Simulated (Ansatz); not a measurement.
Working through an atomisation energy of C2H7GeN, SMILES N=C[CH2][GeH3]

Program: Ansatz 0.2.0, Python API.

Run as a notebook:

In [1]:
```python
from collections import Counter
from dataclasses import dataclass

import ansatz as az


@dataclass
class RunConfig:
    basis_set: str = "def2-SVP"
    functional: str = "r2scan"
    vdw: str = "d4"
```

In [2]:
```python
opts = RunConfig()
```

In [3]:
```python
def energy_of(molecule, charge=0, unpaired=0):
    calc = (
        molecule.calculation()
        .basis(gaussian=opts.basis_set)
        .functional(opts.functional, dispersion=opts.vdw)
    )
    if charge:
        calc = calc.charge(charge)
    if unpaired:
        calc = calc.spin("collinear", total=unpaired)
    return calc.run(threads=1, backend="cpu").report["free_energy_ev"]
```

In [4]:
```python
geometry_ang = [
    ("N", [0.1796, 2.0216, -0.0563]),
    ("C", [0.2327, 1.137, 0.8147]),
    ("C", [0.6372, -0.2456, 0.431]),
    ("Ge", [-0.638, -1.1229, -0.6088]),
    ("H", [0.3321, 1.88, -1.0812]),
    ("H", [0.034, 1.3899, 1.8543]),
    ("H", [0.8716, -0.8365, 1.3716]),
    ("H", [1.653, -0.1908, -0.1443]),
    ("H", [-2.0223, -1.1692, 0.2571]),
    ("H", [-0.9502, -0.3458, -1.8955]),
    ("H", [-0.2643, -2.5748, -0.9221]),
]
geometry = az.Crystal.molecule()
for symbol, xyz in geometry_ang:
    geometry = geometry.atom(symbol, xyz)

# unpaired electrons of the ground-state atoms
unpaired = {"N": 3, "C": 2, "Ge": 2, "H": 1}
counts = Counter(site.symbol for site in geometry.cartesian_sites)
atom_energy = {s: energy_of(az.Crystal.molecule().atom(s, (0, 0, 0)), 0, unpaired[s]) for s in counts}
whole = energy_of(geometry, 0, 0)
for s, e in atom_energy.items():
    print(f"{s:2s} x{counts[s]}  {e:14.5f} eV")
print(f"C2H7GeN: {whole:.5f} eV")
split = sum(counts[s] * e for s, e in atom_energy.items()) - whole
print(f"atomisation energy (no zero-point term): {split:.3f} eV, {split / sum(counts.values()):.3f} eV an atom")
```
```text
N  x1     -1483.43974 eV
C  x2     -1028.24726 eV
Ge x1    -56508.47259 eV
H  x7       -13.58417 eV
C2H7GeN: -60182.76451 eV
atomisation energy (no zero-point term): 39.268 eV, 3.570 eV an atom
```

39.268 eV from the electronic energies, without the zero-point term.

Reading the output:
- Total energies depend on the basis set; only differences at equal settings carry meaning.
- The geometry is a force-field or estimated start, not a minimum of this method, and the basis set is short of its limit. All parts are taken at fixed geometry, without zero-point energy.
- Run time: 28 s on 1 thread of AMD EPYC (Zen 3), with other jobs on the host, peak memory 0.23 GiB.

(Lines on the test bed's own set-up are left out of the output.)
